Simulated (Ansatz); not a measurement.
# HfAu2: response to uniaxial strain along c

The task here is to estimate one member of a computed series from the others.

Program: Ansatz 0.2.0. Level of theory: DFT PBEsol, scalar-relativistic, plane waves, PAW. These are calculated values, not measurements.

2 further runs of the same task are left out: 2 set aside as unsound or not needed.

### The structure to begin with

The structure is tetragonal, space group I4/mmm (No. 139). The conventional cell has a = 3.525 Å, b = 3.525 Å, c = 8.671 Å, α = 90.00°, β = 90.00°, γ = 90.00°. Hf (site symmetry 4/mmm) has 10 Au at 2.88 to 2.89 Å as nearest neighbours. Au (site symmetry 4mm) is surrounded by 5 Au at 2.87 to 2.91 Å and 5 Hf at 2.88 to 2.89 Å.

Structure file:

```
Hf Au
1.0
     3.52501    0.00000    0.00000
     0.00000    3.52501    0.00000
     0.00000    0.00000    8.67063
Hf Au
2 4
Direct
  0.00000 0.00000 0.00000
  0.50000 0.50000 0.50000
  0.50000 0.50000 0.16789
  0.00000 0.00000 0.33211
  0.00000 0.00000 0.66789
  0.50000 0.50000 0.83211
```

It goes back to an entry of the Materials Project, which need not be the stable form.

The unstrained cell comes from an earlier run at this level (6 atoms, E(σ→0) -83228.1090 eV, gap none (metal)).

The first run:

File input.yaml:

```yaml
crystal:
  lattice:
    - [3.5426308043, 0.0, 0.0]
    - [0.0, 3.5426308043, 0.0]
    - [0.0, 0.0, 8.4972156143]
  atoms:
    - { symbol: Hf, position: [0.0, 0.0, 0.0] }
    - { symbol: Hf, position: [0.5, 0.5, 0.5] }
    - { symbol: Au, position: [0.5, 0.5, 0.1678875144] }
    - { symbol: Au, position: [0.0, 0.0, 0.3321124856] }
    - { symbol: Au, position: [0.0, 0.0, 0.6678875144] }
    - { symbol: Au, position: [0.5, 0.5, 0.8321124856] }
basis:
  ecutwfc: 420
kpoints:
  mp_grid: { grid: [10, 10, 4] }
hamiltonian:
  xc: pbesol
scf:
  occupations: { method: gaussian, width: 0.1 }
output:
  forces: true
  stress: true
  eigenvalues: true
relax:
  adjacent_minimum: "off"
  f_tol: 0.008
  max_steps: 40
  cell: { stress_tol: 0.05, fix: [c, angles] }
```

Among the steps run: The cell strained by -2.0 %; The cell strained by +2.0 %; The cell strained by -4.0 %; At +4.0 %; Strain -6.0 %; The cell strained by +6.0 %.

One table of the session follows, with a row left open; its other results are not shown here.

It belongs to the step «Energy and stress against strain (a metal throughout)». Lengths are those of the vectors of the cell that was run; stresses in GPa:

```
strain (%)  ΔE (meV/atom)  a (Å)  b (Å)  c (Å)
      -6.0           57.4  3.604  3.604  8.150
      -4.0           22.9  3.578  3.578  8.324
      -2.0            4.9  3.552  3.552  8.497
      +0.0            0.0  3.525  3.525  8.671
      +2.0              ?      ?      ?      ?
      +4.0           16.4  3.475  3.475  9.017
      +6.0           32.4  3.449  3.449  9.191
```

**Question.** Estimate the row for strain (%) = +2.0.

Worked estimate for «ΔE (meV/atom)». A straight line through the neighbours (0.0, 0.0) and (4.0, 16.4) gives 0.0 + (16.4 − 0.0) × (2.0 − 0.0) / (4.0 − 0.0) = 8.2; a parabola fitted to 4 rows on both sides gives 4.7.

**Answer.** ΔE (meV/atom): 4.7; a (Å): 3.500; b (Å): 3.500; c (Å): 8.844. In «ΔE (meV/atom)» the line misses by +3.5 and the parabola by 0.0.

ΔE is over the unstrained cell. Stress in GPa, positive in compression, on the Cartesian axes of the input. 
